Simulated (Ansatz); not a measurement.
AgO (charge +1), a scan of the bond length

Program: Ansatz 0.2.0 through its Python package.

Interactive session:
```pycon
>>> import ansatz as az
>>> from ase.data import atomic_masses, atomic_numbers
>>> import numpy as np
>>> geometry_ang = [
...     ("Ag", (0.0, 0.0, 0.0)),
...     ("O", (0.0, 0.0, 2.035)),
... ]
>>> mol = az.Crystal.molecule()
>>> for symbol, xyz in geometry_ang:
...     mol = mol.atom(symbol, xyz)
...
>>> symbols = [site.symbol for site in mol.cartesian_sites]
>>> start = np.array([site.position_ang for site in mol.cartesian_sites])
>>> axis = (start[1] - start[0]) / np.linalg.norm(start[1] - start[0])
>>> moving = [1]
>>> lengths, energies = [1.791, 1.872, 1.954, 2.035, 2.116, 2.198, 2.279, 2.401], []
>>> for length in lengths:
...     xyz = start.copy()
...     xyz[moving] += (length - np.linalg.norm(start[1] - start[0])) * axis
...     point = az.Crystal.molecule()
...     for symbol, place in zip(symbols, xyz):
...         point = point.atom(symbol, place.tolist())
...     model = point.calculation()
...     model = model.basis(gaussian="def2-SVP")
...     model = model.functional("cam_b3lyp").charge(1)
...     model = model.spin("collinear", total=2)
...     summary = model.run(threads=1).report
...     energies.append(summary["free_energy_ev"])
...     print(f"r = {length:6.3f} A  E = {energies[-1]:.5f} eV  <S^2> = {abs(summary['mean_field']['state']['spin_squared']):.3f}")
...
r =  1.791 A  E = -6029.83763 eV  <S^2> = 2.011
r =  1.872 A  E = -6030.18705 eV  <S^2> = 2.010
r =  1.954 A  E = -6030.40613 eV  <S^2> = 2.009
r =  2.035 A  E = -6030.53549 eV  <S^2> = 2.009
r =  2.116 A  E = -6030.60761 eV  <S^2> = 2.008
r =  2.198 A  E = -6030.64121 eV  <S^2> = 2.008
r =  2.279 A  E = -6030.64748 eV  <S^2> = 2.008
r =  2.401 A  E = -6030.62335 eV  <S^2> = 2.007
>>> fit = np.polynomial.Polynomial.fit(lengths, np.array(energies) - min(energies), 4).convert()
>>> roots = [r.real for r in fit.deriv().roots() if abs(r.imag) < 1e-9 and fit.deriv(2)(r.real) > 0]
>>> r_e = min(roots, key=lambda r: abs(r - lengths[int(np.argmin(energies))]))
>>> print(f"minimum of the fit at {r_e:.4f} A, force constant {fit.deriv(2)(r_e):.2f} eV/A^2")
minimum of the fit at 2.2730 A, force constant 2.91 eV/A^2
>>> m1, m2 = (atomic_masses[atomic_numbers[s]] for s in symbols)
>>> mu = m1 * m2 / (m1 + m2)
>>> print(f"harmonic wavenumber {521.4709 * np.sqrt(fit.deriv(2)(r_e) / mu):.0f} 1/cm, rotational constant {16.857629 / (mu * r_e ** 2):.4f} 1/cm")
harmonic wavenumber 238 1/cm, rotational constant 0.2342 1/cm
```

The lowest point is at 2.279 Å. At the shortest distance (1.79 Å) the energy is 0.81 eV higher, at the longest (2.40 Å) 0.02 eV.

The settings weren't tested for convergence. The basis set is modest, and single-reference methods fail as a bond breaks. def2 sets replace the cores of elements past krypton by effective core potentials. The run takes the species as open-shell (spin multiplicity 3), which needn't be its ground state. Spin-orbit coupling of the heavy open-shell atom is left out. The spin state was assumed, and another may lie lower. It ran for 31 s on 1 thread of Arm Neoverse V1, on a shared host, peak memory 0.19 GiB.
